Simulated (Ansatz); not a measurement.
This script for Ansatz 0.2.0 through its Python package starts 5 runs on CH3BF2Te, SMILES B[Te]C(F)F. What input does the engine get in each?

`methods_ch3bf2te.py`
```python
from pathlib import Path

import ansatz as az
import numpy as np

params = {
    "basis": "def2-SVP",
}

geometry_ang = [
    ("B", (-0.6156, 1.5071, -0.4444)),
    ("Te", (0.4603, 0.7777, 1.2843)),
    ("C", (0.5042, -1.1834, 0.4159)),
    ("F", (-0.6731, -1.649, 0.2395)),
    ("F", (1.1965, -1.1476, -0.8024)),
    ("H", (-1.8439, 1.5135, -0.4669)),
    ("H", (-0.0573, 1.9704, -1.3931)),
    ("H", (1.121, -1.8457, 1.1112)),
]
system = az.Crystal.molecule()
for symbol, xyz in geometry_ang:
    system = system.atom(symbol, xyz)

calculation = system.calculation().basis(gaussian=params["basis"])

print("functional    E (Ha)        dipole (D)   HOMO (eV)  LUMO (eV)")
for name in ["b3lyp", "pbe", "lda", "hf", "blyp"]:
    report = calculation.functional(name).forces().orbitals().run(threads=1, backend="cpu", runs_dir="runs").report
    lines = Path(report["orbitals_path"]).read_text().splitlines()
    field_of = lambda key: [line.split("=")[1].strip() for line in lines if line.startswith(key)]
    orbitals = [(27.211386 * float(e), s, float(n)) for e, s, n in zip(field_of("Ene="), field_of("Spin="), field_of("Occup="))]
    homo = max(e for e, _, n in orbitals if n > 0.5)
    lumo = min(e for e, _, n in orbitals if n < 0.5)
    dipole = 4.803205 * np.linalg.norm(report["charge_distribution"]["dipole_moment_e_ang"])
    print(f"{name:10s} {report['free_energy_ev'] / 27.211386246:14.6f} {dipole:9.3f} {homo:11.3f} {lumo:10.3f}")
```

Run 1:
```yaml
crystal:
  periodic: [false, false, false]
  atoms:
    - { symbol: B, position_ang: [-0.6156, 1.5071, -0.4444] }
    - { symbol: Te, position_ang: [0.4603, 0.7777, 1.2843] }
    - { symbol: C, position_ang: [0.5042, -1.1834, 0.4159] }
    - { symbol: F, position_ang: [-0.6731, -1.649, 0.2395] }
    - { symbol: F, position_ang: [1.1965, -1.1476, -0.8024] }
    - { symbol: H, position_ang: [-1.8439, 1.5135, -0.4669] }
    - { symbol: H, position_ang: [-0.0573, 1.9704, -1.3931] }
    - { symbol: H, position_ang: [1.121, -1.8457, 1.1112] }
basis:
  gaussian:
    orbitals: def2-SVP
hamiltonian:
  xc: b3lyp
output:
  orbitals: {}
  forces: true
```

Run 2, against run 1:
```diff
-  xc: b3lyp
+  xc: pbe
```

Run 3, against run 1:
```diff
-  xc: b3lyp
+  xc: lda
```

Run 4, against run 1:
```diff
-  xc: b3lyp
+  xc: hf
```

Run 5, against run 1:
```diff
-  xc: b3lyp
+  xc: blyp
```

```console
$ python methods_ch3bf2te.py
functional    E (Ha)        dipole (D)   HOMO (eV)  LUMO (eV)
b3lyp         -532.283523     0.783      -5.937     -2.965
pbe           -531.902979     0.708      -5.074     -3.736
lda           -529.880662     0.708      -5.212     -4.037
hf            -529.893131     1.051      -8.596      0.791
blyp          -532.085116     0.728      -4.867     -3.515
```

Total energies depend on the basis set; only differences at equal settings carry meaning. The geometry is a force-field or estimated start, not a minimum of this method, and the basis set is short of its limit. A lower total doesn't mark the better method: functionals have no common bound, and MP2 and coupled cluster aren't variational. def2 sets replace the cores of elements past krypton by effective core potentials. b3lyp holds the VWN-RPA fit, as in Gaussian; the form of ORCA and Turbomole is b3lyp5. Levels such as HOMO and LUMO are orbital energies: with these approximate functionals they aren't the ionisation energy and electron affinity, and their gap isn't the fundamental gap. Wall time of the script: 17 s on 1 thread of Arm Neoverse V1, on a shared host, peak memory 0.27 GiB.

(Lines on the test bed's own set-up are left out of the output.)
